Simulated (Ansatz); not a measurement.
# Cl2H4InNO: the cost of one run

Method: RKS BLYP/def2-SVP, in Ansatz 0.2.0.

**1. Starting point**

Bond lengths: In1–Cl2 2.790 Å, In1–O3 1.990 Å, O3–H4 1.010 Å, In1–Cl5 2.440 Å, In1–N6 2.430 Å, N6–H7 1.060 Å, N6–H8 1.060 Å. Angles: Cl2–In1–O3 120.0°, Cl2–In1–Cl5 120.0°, Cl2–In1–N6 71.6°, O3–In1–Cl5 120.0°, O3–In1–N6 105.4°, Cl5–In1–N6 92.8°, In1–O3–H4 109.5°, In1–N6–H7 120.0°, In1–N6–H8 120.0°, H7–N6–H8 120.0°.

Coordinates:

```xyz
9

In    0.0000    0.0000    0.0000
Cl    0.0000    0.0000    2.7900
O     1.7233    0.0000   -0.9950
H     2.0232   -0.9519   -1.1499
Cl   -2.1130    0.0000   -1.2200
N    -0.3039    2.2859    0.7662
H    -1.2346    2.7731    0.6245
H     0.4942    2.7959    1.2422
H    -0.2081    1.5649    2.0024
```

**2. A restrained relaxation towards end A**

Springs on the bonds that form and break draw the guess towards this end; the thresholds are loose.

The input, input.yaml:

```yaml
crystal:
  periodic: [false, false, false]
  atoms:
    - { symbol: In, position_ang: [0.0, 0.0, 0.0] }
    - { symbol: Cl, position_ang: [0.0, 0.0, 2.79] }
    - { symbol: O, position_ang: [1.7233, 0.0, -0.995] }
    - { symbol: H, position_ang: [2.0232, -0.9519, -1.1499] }
    - { symbol: Cl, position_ang: [-2.113, 0.0, -1.22] }
    - { symbol: "N", position_ang: [-0.3039, 2.2859, 0.7662] }
    - { symbol: H, position_ang: [-1.2346, 2.7731, 0.6245] }
    - { symbol: H, position_ang: [0.4942, 2.7959, 1.2422] }
    - { symbol: H, position_ang: [-0.2081, 1.5649, 2.0024] }
basis:
  gaussian: { orbitals: def2-SVP }
hamiltonian:
  xc: blyp
relax:
  f_tol: 0.15
  max_steps: 25
  restrain:
    - { distance: [0, 5], at: 3.33, k: 30.0 }
    - { distance: [8, 1], at: 2.57, k: 30.0 }
    - { distance: [0, 1], at: 2.44, k: 30.0 }
    - { distance: [8, 5], at: 1.06, k: 30.0 }
```

Started as:

```bash
ansatz run input.yaml --threads 4 --pin off --max-ram 5120MiB --backend cpu --events-out ev --progress --plain --runs-dir out
```

What time and memory should one allow on 4 threads of Arm Neoverse V1, shared host?

About 22 s, with a peak of 0.17 GiB.
